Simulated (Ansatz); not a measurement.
**MnSe: pressure up to the limit of the methods**

Aim: compress MnSe (zincblende type) step by step, far beyond the usual range, and follow pressure and electronic structure. The runs shown use PAW. Its runs: cell relaxed at zero pressure (PAW); volume scaled by 1 (PAW); volume scaled by 0.95 (PAW); volume scaled by 0.85 (PAW); volume scaled by 0.75 (PAW); volume scaled by 0.65 (PAW and PAW (cutoff 250 eV)); volume scaled by 0.55 (PAW and PAW (level accurate)); volume scaled by 0.45 (PAW); volume scaled by 0.4 (PAW and PAW (level accurate)).

Method: DFT r²SCAN, with the methods named in each step, in Ansatz 0.2.0.

## Step 1: The system as given

The structure is cubic, space group F-43m (No. 216). The conventional cell has a = 5.592 Å, b = 5.592 Å, c = 5.592 Å, α = 90.00°, β = 90.00°, γ = 90.00°. Around Mn (site symmetry -43m) lie 4 Se at 2.42 Å. Se (site symmetry -43m) has 4 Mn at 2.42 Å as nearest neighbours.

Structure file:

```
Mn Se
1.0
     0.00000    2.79587    2.79587
     2.79587    0.00000    2.79587
     2.79587    2.79587    0.00000
Mn Se
1 1
Direct
  0.00000 0.00000 0.00000
  0.25000 0.25000 0.25000
```

Whether this phase is the stable one at these pressures isn't tested.

Atoms are numbered in the order of the input: Mn1, Se2.

## Step 2: Cell relaxed at zero pressure, PAW

The input, input.yaml:

```yaml
crystal:
  lattice:
    - [0.0, 2.7958717515, 2.7958717515]
    - [2.7958717515, 0.0, 2.7958717515]
    - [2.7958717515, 2.7958717515, 0.0]
  atoms:
    - { symbol: Mn, position: [0.0, 0.0, 0.0], spin: 3.0 }
    - { symbol: Se, position: [0.25, 0.25, 0.25] }
magnetization:
  spin_polarized: true
kpoints:
  mp_grid: { grid: [13, 13, 13] }
scf:
  occupations: { method: fermi_dirac, width: 0.05 }
hamiltonian:
  xc: r2scan
  pseudopotentials: { kind: paw }
output:
  forces: true
  stress: true
  write_density: true
  write_potential: true
  elf: true
  volumetric_format: npy
relax:
  f_tol: 0.005
  max_steps: 40
  cell: {}
```

On the command line:

```
$ ansatz run input.yaml --threads 1 --pin off --max-ram 3072MiB --backend cpu --events-out ev --progress --plain --runs-dir out
```

The runs that follow: Volume scaled by 1, PAW; Volume scaled by 0.95, PAW; Volume scaled by 0.85, PAW; Volume scaled by 0.75, PAW; Volume scaled by 0.65, PAW; Volume scaled by 0.65, PAW (cutoff 250 eV); Volume scaled by 0.55, PAW; Volume scaled by 0.55, PAW (level accurate); Volume scaled by 0.45, PAW; Volume scaled by 0.4, PAW; Volume scaled by 0.4, PAW (level accurate).

Before running it: what results should come out? Wanted: PAW pressure at 0.4 of the volume; PAW; fitted bulk modulus at zero pressure.

The runs gave:

```
                                          quantity      value
                 PAW pressure at 0.4 of the volume  221.4 GPa
PAW (level accurate) pressure at 0.4 of the volume  221.9 GPa
        fitted bulk modulus at zero pressure (PAW)   10.1 GPa
                           its pressure derivative       5.14
```

What this shows: By PAW the pressure climbs to 221 GPa at 0.4 of the first volume. A third-order Birch-Murnaghan curve fits the range only roughly (B₀ = 10.1 GPa, B′ = 5.14, misfit at most 14.38 GPa). A fit over so wide a range leans to the high pressures, so B₀ can be off by several per cent. The gap goes from 0.82 to none: pressure closes it at this level, in a cell held to this structure, which the real crystal may leave first. The largest moment goes from 4.42 to 0.00 μB: compression widens the bands and quenches it. No all-electron run checks these rows here, and frozen cores can fail under such compression. The ions are at rest, and the electrons smeared by 0.05 eV. Other magnetic orders may lie lower; this is the state that the run reached. With one magnetic atom in the cell only ferromagnetic order fits; the real order can differ.
